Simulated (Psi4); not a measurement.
**BHLYP/def2-SVP (core potential) run of WOF4 (SMILES O=[W](F)(F)(F)F)**

Aim: the vertical ionisation energy of WOF4 at BHLYP/def2-SVP (core potential), from 2 runs. 

The results are computed with Psi4 1.11.

16 further runs of the same task are left out: 13 that didn't finish, 3 set aside as unsound or not needed.

**1. The structure to begin with**

The species is WOF4 (6 atoms), meant as a singlet with charge 0. SMILES: `O=[W](F)(F)(F)F`. The coordinates come from a PBE0-D4/def2-TZVP relaxation.

Bond lengths: O1–W2 1.671 Å, W2–F3 1.848 Å, W2–F4 1.848 Å, W2–F5 1.848 Å, W2–F6 1.848 Å. Angles: O1–W2–F3 105.1°, O1–W2–F4 105.1°, O1–W2–F5 105.1°, O1–W2–F6 105.1°, F3–W2–F4 86.1°, F3–W2–F5 149.8°, F3–W2–F6 86.1°, F4–W2–F5 86.1°, F4–W2–F6 149.8°, F5–W2–F6 86.1°.

**2. A single-point energy at BHLYP/def2-SVP (core potential)**

f4ow.json

```json
{
  "schema_name": "qcschema_input",
  "schema_version": 1,
  "molecule": {
    "schema_name": "qcschema_molecule",
    "schema_version": 2,
    "symbols": ["O", "W", "F", "F", "F", "F"],
    "geometry": [-3.07787253, -0.46663007, -0.89040116, -0.07704413, -0.01167851, -0.02227987, -0.23383471, 2.2059151, 2.67005073, 1.01041766, 2.7219993, -1.90255737, 1.81158595, -1.96673246, -2.21360629, 0.56672886, -2.48289226, 2.35883174],
    "molecular_charge": 0,
    "molecular_multiplicity": 1,
    "fix_symmetry": "c1",
    "fix_com": true,
    "fix_orientation": true
  },
  "driver": "energy",
  "model": {
    "method": "bhhlyp",
    "basis": "def2-SVP"
  },
  "keywords": {
    "puream": true,
    "e_convergence": 1e-09,
    "d_convergence": 1e-08,
    "scf_type": "pk",
    "dft_radial_points": 99,
    "dft_spherical_points": 590
  }
}
```

Command:

```sh
$ psi4 --qcschema f4ow.json -n 1 --memory 2200MB
```

stdout:

```text
[...]
    !!!  WARNING: ECP capability is in beta. Please check occupations closely.  !!!
[...]
  Running in c1 symmetry.
[...]
  Nuclear repulsion =  326.344038974300247
[...]
  Multiplicity = 1
[...]
  Nalpha       = 29
  Nbeta        = 29
[...]
    Number of basis functions: 102
[...]
   @RKS iter   1:  -540.54755222282870   -6.79939e-01   1.24428e-02 ADIIS/DIIS
[...]
   @RKS iter  14:  -541.21982795872020   -1.43245e-11   6.91804e-09 DIIS
[...]
    Orbital Energies [Eh]
    ---------------------
    Doubly Occupied:
       1A    -25.352578     2A    -25.352511     3A    -25.352438
       4A    -25.352432     5A    -19.790176     6A     -3.391917
       7A     -1.985506     8A     -1.977134     9A     -1.977133
      10A     -1.366657    11A     -1.360610    12A     -1.328674
      13A     -1.328666    14A     -1.121288    15A     -0.666626
      16A     -0.646736    17A     -0.645273    18A     -0.631148
      19A     -0.631144    20A     -0.596966    21A     -0.565285
      22A     -0.565282    23A     -0.555202    24A     -0.555200
      25A     -0.552604    26A     -0.527895    27A     -0.525539
      28A     -0.495043    29A     -0.495039
[...]
  @RKS Final Energy:  -541.21982795872020
   => Energetics <=
    Nuclear Repulsion Energy =            326.3440389743002470
    One-Electron Energy =               -1422.1670403058919874
    Two-Electron Energy =                 584.6677756655724352
    DFT Exchange-Correlation Energy =     -30.0646022927009824
    Empirical Dispersion Energy =           0.0000000000000000
    VV10 Nonlocal Energy =                  0.0000000000000000
    Total Energy =                       -541.2198279587203160
[...]
 Multipole Moments:
 ------------------------------------------------------------------------------------
     Multipole            Electronic (a.u.)      Nuclear  (a.u.)        Total (a.u.)
 ------------------------------------------------------------------------------------
 L = 1.  Multiply by 2.5417464519 to convert [e a0] to [Debye]
 Dipole X            :         -2.5564157            2.6924818            0.1360661
 Dipole Y            :         -0.3874143            0.4080674            0.0206532
 Dipole Z            :         -0.7399649            0.7793418            0.0393769
 Magnitude           :                                                    0.1431471
[...]
```

The result, in JSON:

```text
{
 "driver": "energy",
 "model": {
  "method": "bhhlyp",
  "basis": "def2-SVP"
 },
 "success": true,
 "return_result": -541.2198279587202,
 "properties": {
  "calcinfo_nbasis": 102,
  "calcinfo_nmo": 102,
  "calcinfo_nalpha": 29,
  "calcinfo_nbeta": 29,
  "calcinfo_natom": 6,
  "nuclear_repulsion_energy": 326.34403897430025,
  "return_energy": -541.2198279587202,
  "scf_one_electron_energy": -1422.167040305892,
  "scf_two_electron_energy": 584.6677756655724,
  "scf_xc_energy": -30.064602292700982,
  "scf_dipole_moment": [0.1360661282821587, 0.020653150821116073, 0.039376897473030636],
  "scf_total_energy": -541.2198279587202,
  "scf_iterations": 14
 }
}
```

Wall time 36 s (1 thread of Intel Xeon at 2.50GHz (Skylake/Cascade Lake), shared host); peak memory 1.2 GiB.

**3. The doublet cation: energy and gradient at UBHLYP/def2-SVP (core potential)**

f4ow.py

```python
import psi4

psi4.set_memory('2200 MB')
psi4.set_num_threads(1)
psi4.core.set_output_file('psi4.out', False)

mol = psi4.geometry("""
1 2
O     -1.628740    -0.246930    -0.471180
W     -0.040770    -0.006180    -0.011790
F     -0.123740     1.167320     1.412930
F      0.534690     1.440420    -1.006790
F      0.958650    -1.040750    -1.171390
F      0.299900    -1.313890     1.248240
symmetry c1
no_reorient
no_com
""")

options = {'basis': 'def2-SVP', 'reference': 'uks', 'puream': True, 'e_convergence': 1e-09, 'd_convergence': 1e-08, 'scf_type': 'pk', 'dft_radial_points': 99, 'dft_spherical_points': 590, 'maxiter': 100}
psi4.set_options(options)

energy_value, wavefunction = psi4.gradient('bhhlyp', return_wfn=True)
psi4.oeprop(wavefunction, 'MAYER_INDICES', 'QUADRUPOLE', 'MULLIKEN_CHARGES', title='BHHLYP')
print('gradient / Eh bohr^-1')
print(energy_value.np.round(6))
print(f'energy = {wavefunction.energy():.10f} Eh')
```

Command:

```sh
$ python f4ow.py
```

psi4.out (excerpt; [...] marks lines left out):

```text
[...]
    !!!  WARNING: ECP capability is in beta. Please check occupations closely.  !!!
[...]
  Running in c1 symmetry.
[...]
  Nuclear repulsion =  326.344038875797992
[...]
  Multiplicity = 2
[...]
  Nalpha       = 29
  Nbeta        = 28
[...]
    Number of basis functions: 102
[...]
   @UKS iter   1:  -540.12708498539359   -3.02371e-01   1.09631e-02 DIIS/ADIIS
[...]
   @UKS iter  43:  -540.69895750753835   -6.94627e-11   5.02698e-09 DIIS
[...]
   @S^2 Observed:                7.714241137E-01
[...]
  @UKS Final Energy:  -540.69895750753835
   => Energetics <=
    Nuclear Repulsion Energy =            326.3440388757979918
    One-Electron Energy =               -1406.6790215821679340
    Two-Electron Energy =                 569.4664404350723999
    DFT Exchange-Correlation Energy =     -29.8304152362408992
    Empirical Dispersion Energy =           0.0000000000000000
    VV10 Nonlocal Energy =                  0.0000000000000000
    Total Energy =                       -540.6989575075383527
[...]
  -Total Gradient:
     Atom            X                  Y                   Z
    ------   -----------------  -----------------  -----------------
       1        0.146209579985     0.022166579568     0.042297426079
       2       -0.187951972846    -0.028490959420    -0.054369520586
       3       -0.001067075584     0.021765448522     0.026411332889
       4        0.014151922764     0.026755307436    -0.016990472835
       5        0.018913153771    -0.019063667425    -0.021252640897
       6        0.009871524997    -0.023113440588     0.023940660371
[...]
 Multipole Moments:
 ------------------------------------------------------------------------------------
     Multipole            Electronic (a.u.)      Nuclear  (a.u.)        Total (a.u.)
 ------------------------------------------------------------------------------------
 L = 1.  Multiply by 2.5417464519 to convert [e a0] to [Debye]
[...]
  Mulliken Charges: (a.u.)
   Center  Symbol    Alpha    Beta     Spin     Total
       1     O     4.43827  3.53219  0.90608  0.02954
       2     W     5.94585  6.09662 -0.15078  1.95753
       3     F     4.63302  4.63893 -0.00591 -0.27194
       4     F     4.67492  4.54667  0.12825 -0.22159
       5     F     4.63302  4.63893 -0.00591 -0.27195
       6     F     4.67492  4.54667  0.12826 -0.22159
   Total alpha = 29.00000, Total beta = 28.00000, Total charge =  1.00000
  Mayer Bond Indices:
[...]
```

Standard output:

```text
gradient / Eh bohr^-1
[[ 0.14621   0.022167  0.042297]
 [-0.187952 -0.028491 -0.05437 ]
 [-0.001067  0.021765  0.026411]
 [ 0.014152  0.026755 -0.01699 ]
 [ 0.018913 -0.019064 -0.021253]
 [ 0.009872 -0.023113  0.023941]]
energy = -540.6989575075 Eh
```

Run time: 2.5 min. Hardware: 1 thread of Intel Xeon at 2.50GHz (Skylake/Cascade Lake), shared host; peak memory 1.2 GiB.

**4. Results**

Level: BHLYP/def2-SVP (core potential).

```
                                          quantity          value
                        singlet WOF4: total energy  -541.21983 Eh
                       singlet WOF4: dipole moment         0.36 D
                         singlet WOF4: HOMO energy      -13.47 eV
                         singlet WOF4: LUMO energy       -3.35 eV
                       singlet WOF4: HOMO–LUMO gap       10.12 eV
                      doublet cation: total energy  -540.69896 Eh
doublet cation: HOMO energy (highest over α and β)      -20.79 eV
 doublet cation: LUMO energy (lowest over α and β)      -15.11 eV
                              doublet cation: ⟨S²⟩          0.771
          doublet cation: largest force on an atom    10.167 eV/Å
vertical ionisation energy (to the doublet cation)      14.174 eV
```

What this shows: Removing an electron at fixed nuclei costs 14.17 eV (1368 kJ/mol). −ε(HOMO) before ionisation, 13.47 eV, is 0.70 eV below this ionisation energy. Mulliken charges (doublet cation) run from -0.27 on F5 to +1.96 on W2; they depend strongly on the basis.
